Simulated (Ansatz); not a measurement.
Task: vertical and adiabatic energies of changing the electron count of H4OSiTe, SMILES O[SiH2][TeH], with the Ansatz DFT code, driven from Python. Give the script and its output. Level of theory (for the species named): PBE, def2-SVP basis, multiplicity 1.

| atom | x (Å) | y (Å) | z (Å) |
| --- | --- | --- | --- |
| O | -1.2304 | -0.6966 | -0.4964 |
| Si | -0.1402 | 0.4739 | 0.0961 |
| Te | 1.5412 | -0.7204 | 1.4309 |
| H | -1.8429 | -0.0931 | -1.0345 |
| H | 0.5219 | 1.1550 | -1.0442 |
| H | -0.8222 | 1.4811 | 0.9416 |
| H | 2.0340 | -1.6679 | 0.0608 |

`h4osite_adiabatic.py`:
```python
# -*- coding: utf-8 -*-
'''How H4OSiTe relaxes after losing an electron.'''

import ansatz as az
import numpy as np

BASIS = 'def2-SVP'
FUNCTIONAL = 'pbe'
NET_CHARGE = 1

geometry_ang = [
    ('O', [-1.2304, -0.6966, -0.4964]),
    ('Si', [-0.1402, 0.4739, 0.0961]),
    ('Te', [1.5412, -0.7204, 1.4309]),
    ('H', [-1.8429, -0.0931, -1.0345]),
    ('H', [0.5219, 1.155, -1.0442]),
    ('H', [-0.8222, 1.4811, 0.9416]),
    ('H', [2.034, -1.6679, 0.0608]),
]
geometry = az.Crystal.molecule()
for symbol, xyz in geometry_ang:
    geometry = geometry.atom(symbol, xyz)

job = (
    geometry.calculation()
    .basis(gaussian=BASIS)  # the orbital basis, by name
    .functional(FUNCTIONAL)
)
symbols = [site.symbol for site in geometry.cartesian_sites]
start = np.array([site.position_ang for site in geometry.cartesian_sites], dtype=float)
data = job.relax(force_tolerance=0.01, max_steps=100).run(threads=1).report
end = np.array(data['positions_ang'])

minimum = az.Crystal.molecule()
for symbol, place in zip(symbols, end):
    minimum = minimum.atom(symbol, place.tolist())
ion = minimum.calculation()
ion = ion.basis(gaussian=BASIS)
ion = ion.functional(FUNCTIONAL)
ion = ion.charge(NET_CHARGE)
ion = ion.spin('collinear', total=1)
vertical = ion.run(threads=1).report
settled = ion.relax(force_tolerance=0.01, max_steps=80).run(threads=1).report
print(f'vertical ionisation energy   {vertical["free_energy_ev"] - data["free_energy_ev"]:.3f} eV')
print(f'adiabatic, no zero point     {settled["free_energy_ev"] - data["free_energy_ev"]:.3f} eV')
print(f'relaxation energy of the ion {vertical["free_energy_ev"] - settled["free_energy_ev"]:.3f} eV')
ionised = np.array(settled['positions_ang'])
print('final positions (A) and the move of each atom')
for symbol, xyz, old in zip(symbols, ionised, end):
    print(f'{symbol:2s} {xyz[0]:10.5f} {xyz[1]:10.5f} {xyz[2]:10.5f}   {np.linalg.norm(xyz - old):7.4f}')
```

Output of `python h4osite_adiabatic.py`:
```text
vertical ionisation energy   8.628 eV
adiabatic, no zero point     8.328 eV
relaxation energy of the ion 0.299 eV
final positions (A) and the move of each atom
O    -1.40297   -0.38487   -0.37448    0.3964
Si   -0.25005    0.70220    0.06738    0.1444
Te    1.66557   -0.71607    1.31117    0.5291
H    -1.45046   -0.75616   -1.27634    0.3243
H     0.52462    1.37861   -1.02042    0.2463
H    -0.72417    1.53716    1.20452    0.1692
H     1.69886   -1.82886    0.04248    0.6950
```

The settings weren't tested for convergence. The energies are electronic: no zero-point or thermal terms, and the basis set is short of its limit. The product may relax into another structure. The relaxation finds the nearest minimum, so the adiabatic value is an upper bound. def2 sets replace the cores of elements past krypton by effective core potentials. The whole script took 120 s on 1 thread of Arm Neoverse V1 (shared host), peak memory 0.24 GiB.
